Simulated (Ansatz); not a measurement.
# CH4BBrSi: the cost of one run

The runs use Ansatz 0.2.0, Gaussian basis; the settings change from run to run.

**1. The relaxed structure**

The structure was relaxed beforehand with PBE0-D4 in a triple-zeta def2 set.

8 atoms, charge 0, spin multiplicity 1.

Atoms are counted from 1 here; the program's logs count them from 0.

Bond lengths: Br1–C2 1.913 Å, C2–B3 1.472 Å, C2–Si4 2.075 Å, C2–H5 1.089 Å, B3–Si4 1.907 Å, B3–H6 1.185 Å, Si4–H7 1.486 Å, Si4–H8 1.479 Å. Angles: Br1–C2–B3 125.0°, Br1–C2–Si4 141.0°, Br1–C2–H5 108.2°, B3–C2–Si4 62.3°, B3–C2–H5 124.8°, Si4–C2–H5 86.5°, C2–B3–Si4 74.5°, C2–B3–H6 132.4°, Si4–B3–H6 134.9°, C2–Si4–B3 43.1°, C2–Si4–H7 127.4°, C2–Si4–H8 100.0°, B3–Si4–H7 121.8°, B3–Si4–H8 127.3°, H7–Si4–H8 110.5°.

**2. BHLYP/def2-SVPD**

This run has multiplicity 3, restricted open-shell orbitals, atoms shaken by 0.08 Å, high accuracy, the search for lower states set to full.

in.yaml

```yaml
crystal:
  periodic: [false, false, false]
  atoms:
    - {symbol: Br, position_ang: [-2.239559, 1.281937, -0.929972]}
    - {symbol: C, position_ang: [-0.879373, 0.116310, -0.014988]}
    - {symbol: B, position_ang: [-0.127455, 0.357289, 1.069021]}
    - {symbol: Si, position_ang: [1.125225, -0.425461, -0.308168]}
    - {symbol: H, position_ang: [-1.054359, -0.986091, -0.287627]}
    - {symbol: H, position_ang: [0.073486, 1.432320, 1.696160]}
    - {symbol: H, position_ang: [2.323221, 0.351916, -0.904694]}
    - {symbol: H, position_ang: [1.051861, -1.951559, -0.852139]}
basis:
  gaussian: {orbitals: def2-SVPD}
magnetization: {spin_polarized: false, initial_magnetization: 2}
hamiltonian: {xc: {name: BHLYP}}
accuracy: high
scf: {lower_state_search: full}
output: {forces: true}
```

Command:

```sh
$ ansatz run in.yaml --threads 2 --pin off --events-out ev --progress --plain --max-ram 4352MiB
```

What time and memory should one allow on 2 threads of Arm Neoverse N1, shared host?

About 3 min, with a peak of 0.89 GiB.
